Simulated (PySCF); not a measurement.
# As2 (As2): the cost of one run

Programs: PySCF 2.14.0, with routines of our own; each step states its level. All values are computed. Atoms count from 0.

## Step 1: The system as given

2 atoms, charge 0, multiplicity 1; geometry from: GFN2-xTB.

## Step 2: Optimising the geometry at CAM-B3LYP/def2-SVPD

Job settings and geometry (Å):

```
{"job": {"xc": "CAM-B3LYP", "basis": "def2-SVPD", "grid": 1, "kind": "geom"}, "charge": 0, "multiplicity": 1}
As     1.048431    -0.003564    -0.002034
As    -1.045674     0.004832    -0.012114
```

On the command line:

```
$ OMP_NUM_THREADS=1 python excited_run.py task.json out
```

One launch serves the whole session: the jobs run in the order shown.

**Question.** How long does this first job take on 1 thread of Intel Xeon Platinum 8488C, shared host, and how much memory does it need?

About 7.9 s, with a peak of 0.41 GiB.
